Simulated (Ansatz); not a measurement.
# CH₅ClO₂Si: up Jacob's ladder to CCSD(T)

The task here is to estimate one member of a computed series from the others.

The runs use Ansatz 0.2.0, Gaussian basis; functionals in def2-TZVPP, the program's frozen cores in correlated methods.

Plan: PBE-D4, r2SCAN-D4, PBE0-D4, B3LYP-D4, ωB97X-V, ωB97M-V, B2PLYP; CCSD(T)/def2-TZVPP; MP2/def2-QZVPP; extrapolation to the limit.

## The relaxed structure

An earlier PBE0-D4 in a triple-zeta def2 set relaxation fixed the geometry.

SMILES `CO[SiH](O)Cl`, 10 atoms, charge 0, spin multiplicity 1.

Atoms are counted from 1 here; the program's logs count them from 0.

Bond lengths: C1–O2 1.414 Å, C1–H6 1.090 Å, C1–H7 1.093 Å, C1–H8 1.095 Å, O2–Si3 1.617 Å, Si3–O4 1.631 Å, Si3–Cl5 2.041 Å, Si3–H9 1.479 Å, O4–H10 0.958 Å. Angles: O2–C1–H6 107.8°, O2–C1–H7 111.1°, O2–C1–H8 111.3°, H6–C1–H7 109.0°, H6–C1–H8 108.6°, H7–C1–H8 109.0°, C1–O2–Si3 124.8°, O2–Si3–O4 107.9°, O2–Si3–Cl5 107.0°, O2–Si3–H9 112.3°, O4–Si3–Cl5 111.4°, O4–Si3–H9 110.8°, Cl5–Si3–H9 107.3°, Si3–O4–H10 118.9°.

Set-up of the first run:

in.yaml

```yaml
crystal:
  periodic: [false, false, false]
  atoms:
    - {symbol: C, position_ang: [-0.711731, -1.479424, 0.014204]}
    - {symbol: O, position_ang: [0.172600, -0.622025, 0.708066]}
    - {symbol: Si, position_ang: [0.752315, 0.771154, 0.127169]}
    - {symbol: O, position_ang: [-0.514090, 1.684143, -0.345808]}
    - {symbol: Cl, position_ang: [1.789468, 1.663694, 1.642097]}
    - {symbol: H, position_ang: [-0.923214, -2.333156, 0.658570]}
    - {symbol: H, position_ang: [-1.649944, -0.969735, -0.220831]}
    - {symbol: H, position_ang: [-0.263235, -1.846147, -0.915184]}
    - {symbol: H, position_ang: [1.697915, 0.563940, -0.990437]}
    - {symbol: H, position_ang: [-0.350075, 2.567556, -0.677866]}
basis:
  gaussian: {orbitals: def2-TZVPP}
hamiltonian: {xc: pbe, dispersion: d4}
output: {forces: true, orbitals: {seedname: orbitals}}
```

Run with:

```
ansatz run in.yaml --threads 2 --pin off --events-out ev --progress --plain --max-ram 22528MiB --backend cpu
```

Steps of the session up to this table: PBE-D4 (GGA); r2SCAN-D4 (meta-GGA); PBE0-D4 (hybrid); B3LYP-D4 (hybrid); ωB97X-V (range-separated); ωB97M-V (range-separated); B2PLYP (double hybrid); CCSD(T) in def2-TZVPP; MP2 in def2-QZVPP.

One of the session's tables, all rows but one given; the rest of the session is left out.

```
            method  atomisation energy (eV)
            PBE-D4                   39.744
         r2SCAN-D4                   39.388
           PBE0-D4                   39.024
          B3LYP-D4                   39.086
           ωB97X-V                   39.404
           ωB97M-V                   39.457
            B2PLYP                   38.819
     HF/def2-TZVPP                   28.566
    MP2/def2-TZVPP                        ?
   CCSD/def2-TZVPP                   37.723
CCSD(T)/def2-TZVPP                   38.296
           MP2/CBS                   40.404
       CCSD(T)/CBS                   39.472
```

Q: Estimate the row for MP2/def2-TZVPP from the others.

As computed: atomisation energy (eV): 39.227. In the column «atomisation energy (eV)» it lies between B3LYP-D4 (39.086) and r2SCAN-D4 (39.388).

Limits of these values: Free atoms (1 C, 2 O, 1 Si, 1 Cl, 5 H) were run apart at each level; the atomisation energy is their sum less the molecule, without zero-point or spin-orbit terms.
